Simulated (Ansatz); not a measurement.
# CaGe4N: the cost of one run

Computed with Ansatz 0.2.0 (DFT PBE, scalar-relativistic, plane waves, PAW, unless a step's input says otherwise).

## (1) The starting structure

The structure is cubic, space group F-43m (No. 216). The conventional cell has a = 7.759 Å, b = 7.759 Å, c = 7.759 Å, α = 90.00°, β = 90.00°, γ = 90.00°. Around Ca (site symmetry -43m) lie 12 Ge at 3.22 Å and 4 N at 3.36 Å. Around Ge (site symmetry 3m) lie 6 Ge at 2.74 Å and 3 N at 3.22 Å. N (site symmetry -43m) is surrounded by 12 Ge at 3.22 Å and 4 Ca at 3.36 Å.

As a file:

```cif
data_structure
_symmetry_space_group_name_H-M 'F-43m'
_symmetry_Int_Tables_number 216
_cell_length_a 7.7588
_cell_length_b 7.7588
_cell_length_c 7.7588
_cell_angle_alpha 90.000
_cell_angle_beta 90.000
_cell_angle_gamma 90.000
_cell_volume 467.07
loop_
_atom_site_label
_atom_site_type_symbol
_atom_site_symmetry_multiplicity
_atom_site_Wyckoff_symbol
_atom_site_fract_x
_atom_site_fract_y
_atom_site_fract_z
_atom_site_occupancy
Ca1 Ca 4 c 0.25000 0.25000 0.25000 1
Ge1 Ge 16 e 0.87496 0.37496 0.12504 1
N1 N 4 a 0.00000 0.00000 0.00000 1
```

Recipe of the guess: species swapped into a database cell of HfTiW4 (F-43m, No. 216), with Ca on the Hf sites, N on the Ti sites and Ge on the W sites. Lengths come from tabulated atomic sizes and are only a guess.

## (2) The guess as it stands, on a coarse mesh

Contents of input.yaml:

```yaml
crystal:
  lattice:
    - [0.0, 3.87940345, 3.87940345]
    - [3.87940345, 0.0, 3.87940345]
    - [3.87940345, 3.87940345, 0.0]
  atoms:
    - { symbol: Ca, position: [0.75, 0.75, 0.75] }
    - { symbol: Ge, position: [0.87510702, 0.37496433, 0.37496433] }
    - { symbol: Ge, position: [0.37496433, 0.37496433, 0.37496433] }
    - { symbol: Ge, position: [0.37496433, 0.87510702, 0.37496433] }
    - { symbol: Ge, position: [0.37496433, 0.37496433, 0.87510702] }
    - { symbol: "N", position: [0.0, 0.0, 0.0] }
basis:
  ecutwfc: 420
kpoints:
  mp_grid: { grid: [4, 4, 4] }
hamiltonian:
  xc: pbe
scf:
  occupations: { method: gaussian, width: 0.1 }
  lower_state_search: "off"
output:
  forces: true
  stress: true
  eigenvalues: true
```

Run with:

```
$ ansatz run input.yaml --threads 1 --pin off --max-ram 2560MiB --backend cpu --events-out ev --progress --plain --runs-dir out
```

**Question.** How long does this run take on 1 thread of Intel Xeon at 2.50GHz (Skylake/Cascade Lake), shared host, and how much memory does it need?

About 5.5 s, with a peak of 0.37 GiB.
